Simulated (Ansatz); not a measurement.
# BePd: a trigonal deformation path

The task here is to estimate one member of a computed series from the others.

Method: DFT r2SCAN, scalar-relativistic, plane waves, PAW, in Ansatz 0.2.0.

**Starting point**

The structure is cubic, space group Pm-3m (No. 221). Conventional cell: a = 2.813 Å, b = 2.813 Å, c = 2.813 Å, α = 90.00°, β = 90.00°, γ = 90.00°. Around Be (site symmetry m-3m) lie 8 Pd at 2.44 Å. Around Pd (site symmetry m-3m) lie 8 Be at 2.44 Å.

As a file:

```cif
data_structure
_symmetry_space_group_name_H-M 'P 1'
_symmetry_Int_Tables_number 1
_cell_length_a 2.8130
_cell_length_b 2.8130
_cell_length_c 2.8130
_cell_angle_alpha 90.000
_cell_angle_beta 90.000
_cell_angle_gamma 90.000
_cell_volume 22.26
loop_
_atom_site_label
_atom_site_type_symbol
_atom_site_fract_x
_atom_site_fract_y
_atom_site_fract_z
_atom_site_occupancy
Be1 Be 0.00000 0.00000 0.00000 1
Pd1 Pd 0.50000 0.50000 0.50000 1
```

The cell is taken as given, not relaxed at this level.

**Zero of energy**

Reference values: F = -7080.2431 eV; pressure -0.13 GPa; largest force 0.000 eV/Å; gap on the mesh none (metal). It was computed beforehand with the settings of the runs below.

The first run:

At fixed volume and fractional coordinates, lengths along (0.577, 0.577, 0.577) are scaled against those across it; ρ is that ratio over its starting value.

File input.yaml:

```yaml
crystal:
  lattice:
    - [2.9534649278, -0.5906929856, -0.5906929856]
    - [-0.5906929856, 2.9534649278, -0.5906929856]
    - [-0.5906929856, -0.5906929856, 2.9534649278]
  atoms:
    - { symbol: Be, position: [0.0, 0.0, 0.0] }
    - { symbol: Pd, position: [0.5, 0.5, 0.5] }
basis:
  ecutwfc: 500
kpoints:
  mp_grid: { grid: [18, 18, 18] }
hamiltonian:
  xc: r2scan
scf:
  occupations: { method: gaussian, width: 0.15 }
output:
  forces: true
  stress: true
  eigenvalues: true
```

Command:

```bash
ansatz run input.yaml --threads 1 --pin off --max-ram 2560MiB --backend cpu --events-out ev --progress --plain --runs-dir out
```

Among the steps run: ρ = 0.500; ρ = 2.000; At ρ = 0.710; ρ = 1.410; At ρ = 0.600; Point ρ = 0.850; Point ρ = 1.200; Point ρ = 1.700; ρ = 0.930; At ρ = 1.080.

One table of the session follows, with a row left open; its other results are not shown here.

It belongs to the step «The scan collected». The scan, with free energies counted from the undisturbed cell:

| ρ | ΔE (meV/atom) | pressure (GPa) |
| --- | --- | --- |
| 0.500 | 4189.3 | 108.6 |
| 0.600 | 1857.3 | 51.7 |
| 0.710 | 709.1 | 21.3 |
| 0.850 | 131.6 | 4.0 |
| 0.930 | 23.0 | 0.6 |
| 1.000 | 0.0 | -0.1 |
| 1.080 | 20.6 | 0.5 |
| 1.200 | ? | ? |
| 1.410 | 255.6 | 8.7 |
| 1.700 | 394.0 | 13.9 |
| 2.000 | 438.4 | 15.1 |

Estimate the missing values for ρ = 1.200.

Worked estimate for «ΔE (meV/atom)». A straight line through the neighbours (1.080, 20.6) and (1.410, 255.6) gives 20.6 + (255.6 − 20.6) × (1.200 − 1.080) / (1.410 − 1.080) = 106.1; a parabola fitted to 4 rows on both sides gives 120.4.

The run gave: ΔE (meV/atom): 97.6; pressure (GPa): 3.1. In «ΔE (meV/atom)» the line misses by +8.5 and the parabola by +22.8.
